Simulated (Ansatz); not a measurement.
# CH3FO2Si: the cost of one run

Program: Ansatz 0.2.0, Gaussian basis. Level of theory: the settings change from run to run. These are calculated values, not measurements.

## Step 1: The geometry

The geometry comes from an earlier relaxation with PBE0-D4 in a triple-zeta def2 set; it is a stationary point, not always the lowest conformer.

SMILES `FC1O[SiH2]O1`, 8 atoms, charge 0, spin multiplicity 1.

Atoms are counted from 1 here; the program's logs count them from 0.

Bond lengths: F1–C2 1.349 Å, C2–O3 1.403 Å, C2–O5 1.403 Å, C2–H6 1.093 Å, O3–Si4 1.673 Å, Si4–O5 1.673 Å, Si4–H7 1.479 Å, Si4–H8 1.478 Å. Angles: F1–C2–O3 110.4°, F1–C2–O5 110.4°, F1–C2–H6 107.9°, O3–C2–O5 102.3°, O3–C2–H6 112.9°, O5–C2–H6 112.9°, C2–O3–Si4 88.1°, O3–Si4–O5 81.5°, O3–Si4–H7 116.2°, O3–Si4–H8 114.6°, O5–Si4–H7 116.2°, O5–Si4–H8 114.6°, H7–Si4–H8 111.0°, C2–O5–Si4 88.1°.

## Step 2: HSE06/x2c-TZVPPall

Options: atoms shaken by 0.08 Å, D3(BJ) with three-body dispersion, the search for lower states set to off.

in.yaml

```yaml
crystal:
  periodic: [false, false, false]
  atoms:
    - {symbol: F, position_ang: [-0.681778, 0.785305, 1.737565]}
    - {symbol: C, position_ang: [0.061102, 0.915235, 0.611044]}
    - {symbol: O, position_ang: [0.966241, -0.288480, 0.601964]}
    - {symbol: Si, position_ang: [-0.004436, -0.794709, -0.744453]}
    - {symbol: O, position_ang: [-0.842215, 0.542788, -0.601864]}
    - {symbol: H, position_ang: [0.665423, 2.003397, 0.628605]}
    - {symbol: H, position_ang: [-0.395536, -2.079288, -0.639034]}
    - {symbol: H, position_ang: [0.867236, -0.856584, -1.963210]}
basis:
  gaussian: {orbitals: x2c-TZVPPall}
hamiltonian: {xc: {name: HSE06}, dispersion: d3bjatm}
scf: {lower_state_search: off}
output: {forces: true}
```

Launch:

```sh
> ansatz run in.yaml --threads 2 --pin off --events-out ev --progress --plain --max-ram 4352MiB
```

Q: Estimate wall time and peak memory on 2 threads of Intel Xeon Platinum 8375C at 2.90GHz, shared host.

About 5.5 s, with a peak of 0.51 GiB.
